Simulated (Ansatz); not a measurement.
# TiAu: the cost of one run

Program: Ansatz 0.2.0. Level of theory: DFT PBEsol, scalar-relativistic. These are calculated values, not measurements.

## (1) Starting point

It takes space group Pm-3m (No. 221, cubic). Conventional cell: a = 3.254 Å, b = 3.254 Å, c = 3.254 Å, α = 90.00°, β = 90.00°, γ = 90.00°. Around Ti (site symmetry m-3m) lie 8 Au at 2.82 Å. Au (site symmetry m-3m) has 8 Ti at 2.82 Å as nearest neighbours.

As a file:

```
CELL_PARAMETERS angstrom
3.25400 0.00000 0.00000
0.00000 3.25400 0.00000
0.00000 0.00000 3.25400
ATOMIC_POSITIONS crystal
Ti 0.50000 0.50000 0.50000
Au 0.00000 0.00000 0.00000
```

Atoms are numbered in the order of the input: Ti1, Au2.

## (2) The deformed structure

Space group Pm-3m before, P4/mmm after.

## (3) All-electron LAPW

input.yaml

```yaml
crystal:
  lattice:
    - [3.31908, 0.0, 0.0]
    - [0.0, 3.31908, 0.0]
    - [0.0, 0.0, 3.254]
  atoms:
    - { symbol: Ti, position: [0.5, 0.5, 0.5] }
    - { symbol: Au, position: [0.0, 0.0, 0.0] }
kpoints:
  mp_grid: { grid: [10, 10, 10] }
  band_path:
    path:
      - [0.0, 0.0, 0.0]
      - [0.0, 0.5, 0.0]
      - [0.5, 0.5, 0.0]
      - [0.0, 0.0, 0.0]
      - [0.0, 0.0, 0.5]
      - [0.0, 0.5, 0.5]
      - [0.5, 0.5, 0.5]
      - [0.0, 0.0, 0.5]
      - [0.0, 0.5, 0.0]
    npoints: 5
scf:
  occupations: { method: fermi_dirac, width: 0.08 }
hamiltonian:
  xc: pbesol
  pseudopotentials: { kind: all_electron, lapw: { basis_error: 0.001 } }
output:
  forces: true
  stress: true
  eigenvalues: true
```

The run is started by

```sh
$ ansatz run input.yaml --threads 1 --pin off --max-ram 3072MiB --backend cpu --events-out ev --progress --plain --runs-dir out
```

What time and memory should one allow on 1 thread of Intel Xeon 6975P-C (Granite Rapids), shared host?

About 22 s, with a peak of 0.58 GiB.
